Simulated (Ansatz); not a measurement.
# GaNH3 (SMILES [NH2][GaH]) at UCCSD(T)/def2-TZVP

Aim: the vertical doublet–quartet gap of GaNH3 at UCCSD(T)/def2-TZVP, from 2 runs. 

The calculation is run with Ansatz 0.2.0.

55 further runs of the same task are left out: 55 set aside as unsound or not needed.

## Step 1: The molecule

GaNH3 has 5 atoms, charge 0, and is taken as a doublet. SMILES: `[NH2][GaH]`. The coordinates come from a PBE0-D4/def2-TZVP relaxation. This is one conformer, not always the lowest.

Bond lengths: N1–Ga2 1.825 Å, N1–H3 1.008 Å, N1–H4 1.006 Å, Ga2–H5 1.594 Å. Angles: N1–Ga2–H5 116.9°, Ga2–N1–H3 123.8°, Ga2–N1–H4 124.3°, H3–N1–H4 111.9°.

## Step 2: The energy at UCCSD(T)/def2-TZVP

run.yaml reads:

```yaml
crystal:
  periodic: [false, false, false]
  atoms:
    - {symbol: "N", position_ang: [-0.211900, -0.684000, 0.064700]}
    - {symbol: Ga, position_ang: [0.815500, 0.782900, 0.417000]}
    - {symbol: H, position_ang: [-0.946800, -0.701300, -0.625100]}
    - {symbol: H, position_ang: [-0.115200, -1.569300, 0.532000]}
    - {symbol: H, position_ang: [0.508200, 2.097900, -0.430100]}
basis:
  gaussian: {orbitals: def2-TZVP}
magnetization: {spin_polarized: true, initial_magnetization: 1}
correlation: {method: ccsd_t, frozen_orbitals: {Ga: 9, H: 0, "N": 1}}
accuracy: high
scf: {omitted_lower_state_checks: [cluster_reference, increment]}
```

On the command line:

```bash
$ ansatz run run.yaml --threads 1 --pin off --max-ram 3480MiB --events-out events.jsonl --progress --plain --runs-dir runs
```

The program printed, cut to the lines that bear on the results:

```text
Warning: RAYON_NUM_THREADS=1 ignored (pool sized by the plan → 1); use --threads N
Functional definition: HF
  name "HF"
[...]
1600 factors; integrals over basis functions are off by at most 4.6e-9 eV
[...]
mean field -53863.60703267 eV, -1979.4510483865 hartree, gradient 1.8e-8 eV, S^2 0.756845; 1 other end points of the search recorded, 0 dependent functions left out
10 core orbitals not correlated: weight in the atoms' cores, before any rotation towards them, 1.000 or more for the frozen orbitals, at most 0.000 for the correlated occupied ones
reference -53863.60703267 eV, -1979.4510483865 hartree; 11, 10 occupied and 76, 77 virtual orbitals, 1600 factors
second order -11.40924245 eV of doubles, -0.00000000 eV of singles
cycle   1  -11.20805235 eV  change    2.0e-1 eV  update   9.3e-2
[...]
cycle  23  -11.68335225 eV  change   -1.4e-9 eV  update   1.5e-9
perturbative correction -0.45749364 eV, -0.0168125811 hartree
Total energy: -53875.74787856 eV, -1979.8972162434 hartree
Checks for a lower state left out: cluster_reference, increment
```

Wall time 73 s (1 thread of Arm Neoverse V1, shared host); peak memory 1.1 GiB.

## Step 3: The quartet at the same level

Changes to run.yaml since step 2:

```diff
@@ -10,3 +10,3 @@
   gaussian: {orbitals: def2-TZVP}
-magnetization: {spin_polarized: true, initial_magnetization: 1}
+magnetization: {spin_polarized: true, initial_magnetization: 3}
 correlation: {method: ccsd_t, frozen_orbitals: {Ga: 9, H: 0, "N": 1}}
```

On the command line:

```bash
$ ansatz run run.yaml --threads 1 --pin off --max-ram 3480MiB --events-out events.jsonl --progress --plain --runs-dir runs
```

The program printed, cut to the lines that bear on the results:

```text
Warning: RAYON_NUM_THREADS=1 ignored (pool sized by the plan → 1); use --threads N
Functional definition: HF
  name "HF"
[...]
1600 factors; integrals over basis functions are off by at most 4.6e-9 eV
[...]
mean field -53860.10970354 eV, -1979.3225239115 hartree, gradient 2.3e-8 eV, S^2 3.763225; 3 other end points of the search recorded, 0 dependent functions left out
10 core orbitals not correlated: weight in the atoms' cores, before any rotation towards them, 1.000 or more for the frozen orbitals, at most 0.000 for the correlated occupied ones
reference -53860.10970354 eV, -1979.3225239115 hartree; 12, 9 occupied and 75, 78 virtual orbitals, 1600 factors
second order -10.06302856 eV of doubles, -0.00000000 eV of singles
cycle   1  -10.17027591 eV  change   -1.1e-1 eV  update   8.6e-2
[...]
cycle  27  -10.63009262 eV  change  -8.7e-11 eV  update   2.0e-9
perturbative correction -0.36403044 eV, -0.0133778719 hartree
Total energy: -53871.10382660 eV, -1979.7265504819 hartree
Checks for a lower state left out: cluster_reference, increment
```

Run time: 82 s. Hardware: 1 thread of Arm Neoverse V1, shared host; peak memory 1.1 GiB.

## Step 4: Summary of results

At UCCSD(T)/def2-TZVP, 10 core orbitals frozen:

| quantity | value |
| --- | --- |
| doublet: total energy | -1979.89722 Eh |
| doublet: correlation energy (10 core orbitals frozen) | -446.2 mEh |
| doublet: (T) correction | -16.81 mEh |
| doublet: ⟨S²⟩ of the reference determinant | 0.757 |
| doublet: T1 diagnostic | 0.016 |
| quartet: total energy | -1979.72655 Eh |
| quartet: correlation energy (10 core orbitals frozen) | -404.0 mEh |
| quartet: (T) correction | -13.38 mEh |
| quartet: ⟨S²⟩ of the reference determinant | 3.763 |
| quartet: T1 diagnostic | 0.015 |
| vertical energy of the quartet above the doublet | 4.644 eV |

At this shape the quartet lies 4.64 eV (107 kcal/mol) above the doublet. The triples (doublet) make up 3.8 % of the correlation energy. The triples (quartet) make up 3.3 % of the correlation energy.
